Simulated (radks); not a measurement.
**Nuclear size and the levels of Si**

An exercise on one series of results from a longer session: the logs are not shown, and one member is left open.

The numbers are computed with radks (a radial shooting solver on a logarithmic mesh, Libxc functionals) version 1 (Dirac Kohn-Sham, exchange-only LDA, spin-unpolarised, spherical densities, finite nucleus; open shells are shared between the two j in proportion to 2j + 1), except any that are marked as measured or tabulated.

## The system

* element: silicon (Z = 14)
* charge: 0
* electrons: 14
* configuration: [Ne] 3s2 3p2
* nuclear rms radius: 3.1224 fm

Outer shells as boxes (Hund's rule):

Si
```
[Ne] core
3s [↑↓]
3p [↑ ][↑ ][  ]
```

Set-up of the first run:

Settings of this run:

```text
Z 14
configuration [Ne] 3s2 3p2 4s0 3d0
relativity Dirac
functional lda,
spin unpolarised
j_filling average
nucleus finite rms 3.1224 fm
c 137.035999084
```

Steps of the session up to this table: rms radius 3.1224 fm.

One table of the session follows, with a row left open; its other results are not shown here.

It belongs to the step «rms radius 3.1224 fm». The radial density on a logarithmic grid:

| r (bohr) | 4πr²ρ (e/bohr) |
| --- | --- |
| 0.00416 | 0.3503 |
| 0.00646 | 0.7884 |
| 0.0101 | ? |
| 0.0157 | 3.565 |
| 0.0246 | 6.790 |
| 0.0381 | 11.19 |
| 0.0597 | 15.13 |
| 0.0927 | 15.19 |
| 0.145 | 11.20 |
| 0.225 | 10.09 |
| 0.353 | 13.81 |
| 0.547 | 11.98 |
| 0.857 | 4.478 |
| 1.33 | 1.708 |
| 2.08 | 1.742 |
| 3.23 | 0.8236 |
| 5.06 | 0.1477 |
| 7.86 | 0.009720 |

Q: Estimate the row for r (bohr) = 0.0101 from the others.

Worked estimate for «4πr²ρ (e/bohr)». A straight line through the neighbours (0.00646, 0.7884) and (0.0157, 3.565) gives 0.7884 + (3.565 − 0.7884) × (0.0101 − 0.00646) / (0.0157 − 0.00646) = 1.882; a parabola fitted to 4 rows on both sides gives 1.827.

The run gave: 4πr²ρ (e/bohr): 1.736. In «4πr²ρ (e/bohr)» the line misses by +0.146 and the parabola by +0.091.
